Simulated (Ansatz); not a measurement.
CsBa3:

```xyz
4
Lattice="-3.2465 3.2465 6.8034 3.2465 -3.2465 6.8034 3.2465 3.2465 -6.8034" Properties=species:S:1:pos:R:3 pbc="T T T"
Ba    0.0000    0.0000    6.8034
Ba    3.2465    0.0000    3.4017
Ba    0.0000    3.2465    3.4017
Cs    0.0000    0.0000    0.0000
```

The cell comes from a database or a generator and needn't be the stable form of this composition.

```yaml
Program: Ansatz 0.2.0
Task: single point
Functional: PBE
Potentials_or_basis: Ansatz PAW
Cutoff: "420 eV (not typed: the program's choice for these potentials)"
k_mesh: 6 × 6 × 6
Occupations: fermi-dirac, width 0.05 eV
Spin: no spin polarisation
```

On this cell: pressure 0.0 GPa; largest force under 0.003 eV/Å; band gap on the k mesh none (metal or under the smearing width).

The same run follows on a disturbed copy (atoms moved at random, drawn with an rms of 0.05 Å):

```
Ba Cs
1.0
    -3.24647    3.24647    6.80338
     3.24647   -3.24647    6.80338
     3.24647    3.24647   -6.80338
Ba Cs
3 1
Direct
  0.50250 0.49612 0.00073
  0.24556 0.75110 0.50472
  0.75123 0.24590 0.49107
  0.99890 0.99338 0.99225
```

Task: What does the disturbed cell give?

Result: The energy (extrapolated to zero smearing) moves by +1.4 meV/atom; pressure 0.0 GPa; largest force 0.091 eV/Å; band gap on the k mesh none (metal or under the smearing width).

Forces in eV/Å, atoms in the order of the input:
```
Ba  -0.008 -0.036  0.007
Ba  -0.085  0.001  0.034
Ba   0.061  0.018 -0.034
Cs   0.032  0.018 -0.006
```

Stress tensor (GPa, compression positive):
```
 0.06  0.00 -0.01
 0.00  0.07  0.00
-0.01  0.00 -0.04
```
